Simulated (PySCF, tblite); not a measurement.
# C6H16N2Si: geometry, infrared bands and NMR shifts

Wanted: the infrared bands and NMR shifts of C6H16N2Si (`CN(NC1CC1)[SiH](C)C`), by calculation.

Computed with tblite 0.8.0 and PySCF 2.14.0, with density-fitted response routines of our own, on a single molecule in the gas phase. Atoms are numbered from 0 throughout.

## 1. The molecule as given

25 atoms, charge 0, multiplicity 1; geometry from: force field or distance geometry start.

Bonds of the start (Å): C0–N1 1.42, N1–N2 1.36, N2–C3 1.43, C3–C4 1.50, C4–C5 1.50, N1–Si6 1.72, Si6–C7 1.86, Si6–C8 1.89, C5–C3 1.53, C0–H9 1.10, C0–H10 1.12, C0–H11 1.12, N2–H12 1.05, C3–H13 1.12, C4–H14 1.12, C4–H15 1.11, C5–H16 1.11, C5–H17 1.10, Si6–H18 1.49, C7–H19 1.11, C7–H20 1.12, C7–H21 1.10, C8–H22 1.10, C8–H23 1.09, C8–H24 1.12.

## 2. Relaxing the molecule with GFN2-xTB

The job: settings as JSON, then the geometry in Å.

```
{"job": {"kind": "relax", "xc": "GFN2-xTB", "basis": "xTB"}, "charge": 0, "multiplicity": 1}
C     -0.339700     0.421600     2.584200
N     -0.186800    -0.155900     1.290700
N      0.998000    -0.756100     1.006100
C      1.374200    -0.879400    -0.370700
C      1.508500     0.424200    -1.097100
C      2.749600    -0.371800    -0.798900
Si    -1.457300    -0.028600     0.143400
C     -1.536600     1.608700    -0.745400
C     -1.521200    -1.423500    -1.126100
H      0.303300     0.009500     3.381200
H     -0.211700     1.530400     2.490700
H     -1.403800     0.284500     2.912000
H      1.789000    -0.352100     1.570700
H      1.146500    -1.825500    -0.931300
H      1.087400     0.397500    -2.130900
H      1.335300     1.358300    -0.513500
H      3.424700    -0.048600     0.026200
H      3.218100    -0.792900    -1.705700
H     -2.741500    -0.161100     0.885900
H     -1.276600     1.508000    -1.816500
H     -2.606500     1.935500    -0.732900
H     -0.975400     2.399600    -0.231100
H     -1.175200    -2.335900    -0.613000
H     -0.920500    -1.229600    -2.011200
H     -2.592700    -1.492700    -1.457500
```

Launch:

```
$ OMP_NUM_THREADS=1 python probes_run.py task.json out
```

One launch serves the whole session: the jobs run in the order shown.

**Question.** This job is followed by: GFN2-xTB harmonic vibrations, gas phase; GIAO PBE0/pcSseg-1 NMR shielding, non-relativistic, gas phase. What will the session give for the following? strongest single infrared mode (GFN2-xTB); zero-point energy (GFN2-xTB); ¹³C shifts against TMS (PBE0/pcSseg-1, means over atoms taken as alike); ¹H shifts against TMS (PBE0/pcSseg-1, means over atoms taken as alike); ¹⁵N shifts against NH3 (PBE0/pcSseg-1); ²⁹Si shifts against TMS (PBE0/pcSseg-1); surface potential, 1st and 99th percentile.

As calculated:

```
                                                               quantity                                         value
                              strongest single infrared mode (GFN2-xTB)                         2198 cm⁻¹, 365 km/mol
                                           zero-point energy (GFN2-xTB)                                133.3 kcal/mol
¹³C shifts against TMS (PBE0/pcSseg-1, means over atoms taken as alike)                     41.7, 33.7, 8.3, -1.3 ppm
 ¹H shifts against TMS (PBE0/pcSseg-1, means over atoms taken as alike)  4.74, 2.97, 2.37, 2.15, 0.55, 0.14, 0.13 ppm
                                 ¹⁵N shifts against NH3 (PBE0/pcSseg-1)                               114.7, 79.6 ppm
                                ²⁹Si shifts against TMS (PBE0/pcSseg-1)                                     -10.9 ppm
                                  surface potential, 1st and 99th percentile                            -1.45 V and 1.15 V
```

In words: Over 200 steps the energy fell by 1.231 eV; of the close pairs, N1–N2 changed most, 1.358 to 1.419 Å. All 69 modes are real, so the xTB geometry is a minimum. The strongest single mode, at 2198 cm⁻¹, moves mainly H18. Unscaled tight-binding wavenumbers are off by several per cent, some by more. Its intensities can rank the bands wrongly. C0 (methyl carbon bonded to N) lies farthest downfield among carbon, at 41.7 ppm; deshielded by the electronegative neighbour. At PBE0/pcSseg-1: Shielding is most anisotropic at N1 (span 110 ppm, paramagnetic term -140 ppm).
